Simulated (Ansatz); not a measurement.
# wB97X/def2-SVPD run of C2H4O (oxirane)

Aim: the electronic atomisation energy of C2H4O (oxirane) at wB97X/def2-SVPD, from 4 runs. 

The results are computed with Ansatz 0.2.0.

51 further runs of the same task are left out: 51 set aside as unsound or not needed.

**1. The system as given**

C2H4O: 7 atoms, total charge 0, spin state singlet. SMILES: `C1CO1`. The shape is that of a PBE0-D4/def2-TZVP optimisation.

Bond lengths: C1–C2 1.458 Å, C1–O3 1.416 Å, C2–O3 1.416 Å, C1–H4 1.087 Å, C1–H5 1.087 Å, C2–H6 1.087 Å, C2–H7 1.087 Å. Some angles: C1–C2–O3 59.0°, C2–C1–O3 59.0°, C1–O3–C2 62.0°, C1–C2–H6 119.5°, C1–C2–H7 119.5°, O3–C2–H6 115.3°, O3–C2–H7 115.3°, C2–C1–H4 119.5°, C2–C1–H5 119.5°, O3–C1–H4 115.3°.

**2. The energy at wB97X/def2-SVPD**

The input, in.yaml:

```yaml
crystal:
  periodic: [false, false, false]
  atoms:
    - {symbol: C, position_ang: [-0.604500, -0.272900, -0.303700]}
    - {symbol: C, position_ang: [0.650000, 0.164200, 0.297000]}
    - {symbol: O, position_ang: [-0.339900, 1.100600, -0.086300]}
    - {symbol: H, position_ang: [-0.619200, -0.584700, -1.344900]}
    - {symbol: H, position_ang: [-1.378400, -0.703100, 0.326900]}
    - {symbol: H, position_ang: [0.797000, 0.054800, 1.368500]}
    - {symbol: H, position_ang: [1.556200, 0.173200, -0.303300]}
basis:
  gaussian:
    orbitals: def2-SVPD
hamiltonian:
  xc: {name: wB97X}
accuracy: high
output: {orbitals: {seedname: orbitals}}
```

Started as:

```bash
ansatz run in.yaml --threads 1 --pin off --max-ram 3480MiB --events-out events.jsonl --progress --plain --runs-dir runs
```

Standard output:

```text
Warning: RAYON_NUM_THREADS=1 ignored (pool sized by the plan → 1); use --threads N
Functional definition: wB97X
  name "wB97X"
  parameter omega = 0.3/bohr
  parameter cx = 0.157706
  parameter cx1 = 0.726479
  parameter cx2 = 1.04760
  parameter cx3 = -5.70635
  parameter cx4 = 13.2794
  parameter css1 = -4.33879
  parameter css2 = 18.2308
  parameter css3 = -31.7430
  parameter css4 = 17.2901
  parameter cos1 = 2.37031
  parameter cos2 = -11.3995
  parameter cos3 = 6.58405
  parameter cos4 = -3.78132
  exchange = spin_sum(e_x_unif_sr(omega)*poly(b97_u_x, 1 - cx, cx1, cx2, cx3, cx4)) + cx*exact_x_sr(omega)
      + exact_x_lr(omega)
  correlation = spin_sum(e_c_pw_same_spin*poly(b97_u_same, 1, css1, css2, css3, css4))
      + integral(e_c_pw_opposite_spin*poly(b97_u_opposite, 1, cos1, cos2, cos3, cos4))
1927 factors; integrals over basis functions are off by at most 3.1e-9 eV
371 factors; integrals over basis functions are off by at most 1.8e-9 eV
mean field evaluation 1: about -4178.8689 eV, gradient 3.1e1 eV
mean field evaluation 2: about -4178.9229 eV, gradient 3.4e1 eV
mean field evaluation 4: about -4180.8607 eV, gradient 1.2e0 eV
mean field evaluation 8: about -4180.8722 eV, gradient 3.3e-3 eV
mean field evaluation 16: about -4180.8722 eV, gradient 2.3e-6 eV
mean field -4180.87216546 eV, -153.6442181836 hartree, gradient 3.4e-8 eV, S^2 0.000000; 0 other end points of the search recorded, 0 dependent functions left out
reference -4180.87216241 eV, -153.6442180715 hartree; 12, 12 occupied and 83, 83 virtual orbitals, 1927 factors
Total energy: -4180.87216241 eV, -153.6442180715 hartree
```

It took 20 s on 1 thread of Arm Neoverse V1, shared host; peak memory 0.4 GiB.

**3. The C atom**

The input, in.yaml:

```yaml
crystal:
  periodic: [false, false, false]
  atoms:
    - {symbol: C, position_ang: [0.000000, 0.000000, 0.000000]}
basis:
  gaussian:
    orbitals: def2-SVPD
magnetization:
  spin_polarized: true
  initial_magnetization: 2
hamiltonian:
  xc: {name: wB97X}
accuracy: high
```

Run the same way, it converges to -37.80235 Eh (log not shown).

**4. The H atom**

The input, run.yaml:

```yaml
basis:
  gaussian:
    orbitals: def2-SVPD
crystal:
  periodic: [false, false, false]
  atoms:
    - {symbol: H, position_ang: [0.000000, 0.000000, 0.000000]}
magnetization:
  spin_polarized: true
  initial_magnetization: 1
hamiltonian:
  xc: {name: wB97X}
accuracy: high
```

Run the same way, it converges to -0.50060 Eh (log not shown).

**5. The O atom**

The input, run.yaml:

```yaml
crystal:
  periodic: [false, false, false]
  atoms:
    - {symbol: O, position_ang: [0.000000, 0.000000, 0.000000]}
basis:
  gaussian:
    orbitals: def2-SVPD
magnetization:
  spin_polarized: true
  initial_magnetization: 2
hamiltonian:
  xc: {name: wB97X}
accuracy: high
```

Started as:

```bash
ansatz run run.yaml --threads 1 --pin off --max-ram 3480MiB --events-out events.jsonl --progress --plain --runs-dir runs
```

Standard output, cut to the lines that bear on the results:

```text
Warning: RAYON_NUM_THREADS=1 ignored (pool sized by the plan → 1); use --threads N
[... 2 set-up lines as earlier in the session ...]
[...]
      + exact_x_lr(omega)
[...]
      + integral(e_c_pw_opposite_spin*poly(b97_u_opposite, 1, cos1, cos2, cos3, cos4))
191 factors; integrals over basis functions are off by at most 1.9e-9 eV
85 factors; integrals over basis functions are off by at most 7.0e-10 eV
[...]
mean field -2040.57053213 eV, -74.9895839072 hartree, gradient 5.4e-8 eV, S^2 2.005154; 0 other end points of the search recorded, 0 dependent functions left out
reference -2040.57053041 eV, -74.9895838443 hartree; 5, 3 occupied and 18, 20 virtual orbitals, 191 factors
Total energy: -2040.57053041 eV, -74.9895838443 hartree
```

Run time: 1.8 s. Hardware: 1 thread of Arm Neoverse V1, shared host; peak memory 0.14 GiB.

**6. What came out**

At wB97X/def2-SVPD:

| quantity | value |
| --- | --- |
| molecule: total energy | -153.64422 Eh |
| molecule: HOMO energy | -10.50 eV |
| molecule: LUMO energy | 2.82 eV |
| molecule: HOMO–LUMO gap | 13.33 eV |
| C atom: total energy | -37.80235 Eh |
| C atom: ⟨S²⟩ | 2.006 |
| H atom: total energy | -0.50060 Eh |
| H atom: ⟨S²⟩ | 0.750 |
| O atom: total energy | -74.98958 Eh |
| O atom: ⟨S²⟩ | 2.005 |
| electronic atomisation energy | 28.505 eV |

**Reading.** Taking the molecule apart into free atoms costs 28.50 eV (657 kcal/mol), before zero-point energy and without spin-orbit coupling.
